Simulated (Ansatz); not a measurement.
# SiGeH6 + NH3: a complex and its separated parts

The complex below is one end of an elementary step. How strongly is it bound against its free parts?

Method: PBE0-D4/def2-TZVP structures, single points in def2-TZVPP, no counterpoise correction; program: Ansatz 0.2.0, Gaussian basis.

Levels: SPW92, PBE-D4, BLYP-D4, r2SCAN-D4, B97M-V, PBE0-D4, B3LYP-D4, r2SCAN0-D4, BHLYP-D4, CAM-B3LYP-D4, wB97X-V, wB97M-V, B2PLYP, PBE-QIDH, RPA on PBE, Hartree-Fock, MP2, CCSD, CCSD(T).

Correlated methods freeze the cores. Filled d shells of the heavier atoms are correlated. B3LYP uses VWN-RPA correlation. B2PLYP carries no dispersion term here.

95 further runs of the same task are left out: 1 that didn't finish, 94 set aside as unsound or not needed.

## Step 1: The starting structure

The complex: 12 atoms, charge 0, spin multiplicity 1.

Atoms are counted from 1 here; the program's logs count them from 0.

Bond lengths: Ge1–H3 1.544 Å, Ge1–H4 1.539 Å, Ge1–H5 1.539 Å, Ge1–Si7 2.375 Å, N2–H6 1.013 Å, N2–H8 1.013 Å, N2–H9 1.013 Å, Si7–H10 1.485 Å, Si7–H11 1.493 Å, Si7–H12 1.485 Å. Angles: H3–Ge1–H4 107.1°, H3–Ge1–H5 107.1°, H3–Ge1–Si7 111.9°, H4–Ge1–H5 108.0°, H4–Ge1–Si7 111.2°, H5–Ge1–Si7 111.2°, H6–N2–H8 107.3°, H6–N2–H9 107.3°, H8–N2–H9 107.4°, Ge1–Si7–H10 111.4°, Ge1–Si7–H11 109.7°, Ge1–Si7–H12 111.3°, H10–Si7–H11 107.2°, H10–Si7–H12 109.9°, H11–Si7–H12 107.2°.

Geometry (Å):

```
Ge   -1.4033    0.4097   -0.7257
N     0.4781   -0.6323    1.7086
H    -2.2308    0.9021   -1.9324
H    -1.9508   -0.9747   -0.3349
H    -1.6811    1.3767    0.4391
H     1.4628   -0.7168    1.9296
Si    0.9166    0.3080   -1.2256
H     0.0672   -0.0120    2.3957
H     0.0601   -1.5456    1.8375
H     1.7003    1.2125   -0.3459
H     1.1475    0.7525   -2.6322
H     1.4335   -1.0801   -1.1137
```

Its parts: SiGeH6 holds atoms 1, 3, 4, 5, 7, 10, 11, 12; NH3 holds atoms 2, 6, 8, 9. Each part counts its atoms afresh in its own runs.

## Step 2: Relaxing SiGeH6 alone

relax-a/in.yaml

```yaml
crystal:
  periodic: [false, false, false]
  atoms:
    - {symbol: Ge, position_ang: [-1.403337, 0.409696, -0.725714]}
    - {symbol: H, position_ang: [-2.230779, 0.902104, -1.932397]}
    - {symbol: H, position_ang: [-1.950759, -0.974666, -0.334909]}
    - {symbol: H, position_ang: [-1.681069, 1.376685, 0.439115]}
    - {symbol: Si, position_ang: [0.916600, 0.308032, -1.225636]}
    - {symbol: H, position_ang: [1.700325, 1.212465, -0.345883]}
    - {symbol: H, position_ang: [1.147509, 0.752541, -2.632173]}
    - {symbol: H, position_ang: [1.433461, -1.080123, -1.113697]}
basis:
  gaussian: {orbitals: def2-TZVP}
hamiltonian: {xc: pbe0, dispersion: d4}
relax: {f_tol: 0.005, max_steps: 200}
```

The run is started by

```
$ ansatz run in.yaml --threads 4 --pin off --events-out ev --progress --plain --max-ram 9574MiB
```

The runs that follow: Relaxing NH3 alone; SPW92/def2-TZVPP; PBE-D4/def2-TZVPP; BLYP-D4/def2-TZVPP; r2SCAN-D4/def2-TZVPP; B97M-V/def2-TZVPP; PBE0-D4/def2-TZVPP; B3LYP-D4/def2-TZVPP; r2SCAN0-D4/def2-TZVPP; BHLYP-D4/def2-TZVPP; CAM-B3LYP-D4/def2-TZVPP; wB97X-V/def2-TZVPP; wB97M-V/def2-TZVPP; B2PLYP/def2-TZVPP; PBE-QIDH/def2-TZVPP; RPA on PBE/def2-TZVPP; CCSD(T)/def2-TZVPP; Vibrations of SiGeH6; Vibrations of NH3.

Q: Predict the outcome of this session. Wanted: complex less parts, CCSD(T)/def2-TZVPP; with zero-point energy; largest T1 diagnostic.

As calculated:

```
                              quantity         value
complex less parts, CCSD(T)/def2-TZVPP  -14.5 kJ/mol
                with zero-point energy   -8.6 kJ/mol
                 largest T1 diagnostic         0.012
```

In words: At CCSD(T) the complex lies 14.5 kJ/mol below its parts. The functionals run from PBE-QIDH, off by +1.1 kJ/mol, to SPW92, off by -11.5 kJ/mol, against CCSD(T). Mean unsigned error by rung: LDA 11.5, GGA 2.6, meta-GGA 2.3, hybrid 2.1, range-separated hybrid 2.4, double hybrid 3.1 kJ/mol. PBE-D4 gives a relative energy 3.2 kJ/mol too low, inside chemical accuracy (1 kcal/mol, 4.2 kJ/mol). No counterpoise was applied, and triple zeta lacks some correlation, so the CCSD(T) reference has a basis error of its own, and close matches with it are partly luck.
